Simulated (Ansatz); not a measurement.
# Br2H2O2Si: how energies converge with the basis set

The task here is to estimate one member of a computed series from the others.

The runs use Ansatz 0.2.0, Gaussian basis; one geometry, several basis sets.

The runs, in order: PBE0-D4/def2-SVP; ωB97M-V/def2-SVP; PBE0-D4/def2-QZVPP; ωB97M-V/def2-QZVPP; the functionals' def2-TZVPP values are taken from earlier runs.

## The relaxed structure

An earlier PBE0-D4 in a triple-zeta def2 set relaxation fixed the geometry.

7 atoms, charge 0, spin multiplicity 1.

Atoms are counted from 1 here; the program's logs count them from 0.

Bond lengths: O1–Si2 1.623 Å, O1–H6 0.959 Å, Si2–O3 1.616 Å, Si2–Br4 2.193 Å, Si2–Br5 2.214 Å, O3–H7 0.960 Å. Angles: Si2–O1–H6 118.2°, O1–Si2–O3 109.0°, O1–Si2–Br4 112.2°, O1–Si2–Br5 108.7°, O3–Si2–Br4 106.5°, O3–Si2–Br5 111.7°, Br4–Si2–Br5 108.7°, Si2–O3–H7 117.6°.

Set-up of the first run:

Input file in.yaml:

```yaml
crystal:
  periodic: [false, false, false]
  atoms:
    - {symbol: O, position_ang: [-0.809160, 0.257376, 1.134909]}
    - {symbol: Si, position_ang: [-0.037043, -0.070709, -0.254486]}
    - {symbol: O, position_ang: [1.120800, -1.161771, 0.030688]}
    - {symbol: Br, position_ang: [-1.368742, -0.955414, -1.755395]}
    - {symbol: Br, position_ang: [0.795523, 1.813601, -1.066679]}
    - {symbol: H, position_ang: [-1.407458, 1.006675, 1.155173]}
    - {symbol: H, position_ang: [1.767380, -0.957757, 0.710291]}
basis:
  gaussian: {orbitals: def2-SVP}
hamiltonian: {xc: pbe0, dispersion: d4}
output: {orbitals: {seedname: orbitals}}
```

Among the steps run: PBE0-D4 in def2-SVP; ωB97M-V in def2-SVP; PBE0-D4 in def2-QZVPP; ωB97M-V in def2-QZVPP.

One table of the session follows, with a row left open; its other results are not shown here.

It belongs to the step «Functionals by basis». 

```
functional       basis  HOMO (eV)  LUMO (eV)
   PBE0-D4    def2-SVP      -8.30       0.15
   PBE0-D4  def2-TZVPP          ?          ?
   PBE0-D4  def2-QZVPP      -8.46      -0.36
   ωB97M-V    def2-SVP     -10.47       2.14
   ωB97M-V  def2-TZVPP     -10.63       1.59
   ωB97M-V  def2-QZVPP     -10.66       1.17
```

Q: Estimate the row for PBE0-D4, def2-TZVPP from the others.

The run gave: HOMO (eV): -8.44; LUMO (eV): -0.20. In the column «HOMO (eV)» it lies between PBE0-D4, def2-QZVPP (-8.46) and PBE0-D4, def2-SVP (-8.30).
